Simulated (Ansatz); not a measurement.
# CH3BBr2: the cost of one run

Method: the settings change from run to run; program: Ansatz 0.2.0, Gaussian basis.

### 1 The molecule

The geometry comes from an earlier relaxation with PBE0-D4 in a triple-zeta def2 set; it is a stationary point, not always the lowest conformer.

SMILES `CB(Br)Br`, 7 atoms, charge 0, spin multiplicity 1.

Atoms are counted from 1 here; the program's logs count them from 0.

Bond lengths: C1–B2 1.550 Å, C1–H5 1.095 Å, C1–H6 1.095 Å, C1–H7 1.089 Å, B2–Br3 1.913 Å, B2–Br4 1.909 Å. Angles: B2–C1–H5 109.7°, B2–C1–H6 109.6°, B2–C1–H7 113.5°, H5–C1–H6 105.7°, H5–C1–H7 109.1°, H6–C1–H7 109.0°, C1–B2–Br3 120.2°, C1–B2–Br4 122.0°, Br3–B2–Br4 117.8°.

### 2 B3LYP5/def2-TZVP

Options: charge +1, multiplicity 2, relativity set to none, high accuracy, the search for lower states set to full.

The input, in.yaml:

```yaml
crystal:
  periodic: [false, false, false]
  atoms:
    - {symbol: C, position_ang: [-0.007905, 0.768307, 0.030484]}
    - {symbol: B, position_ang: [-0.010262, -0.779198, -0.057368]}
    - {symbol: Br, position_ang: [1.488247, -1.781451, 0.583225]}
    - {symbol: Br, position_ang: [-1.479795, -1.747805, -0.797650]}
    - {symbol: H, position_ang: [0.137390, 1.079668, 1.070346]}
    - {symbol: H, position_ang: [0.851682, 1.165753, -0.520037]}
    - {symbol: H, position_ang: [-0.918058, 1.226826, -0.354700]}
basis:
  gaussian: {orbitals: def2-TZVP}
total_charge: 1
magnetization: {spin_polarized: true, initial_magnetization: 1}
hamiltonian: {xc: {name: B3LYP5}, pseudopotentials: {relativity: none}}
accuracy: high
scf: {lower_state_search: full}
```

Started as:

```console
> ansatz run in.yaml --threads 4 --pin off --events-out ev --progress --plain --max-ram 10444MiB
```

What time and memory should one allow on 4 threads of Arm Neoverse V1, shared host?

About 87 s, with a peak of 1.3 GiB.
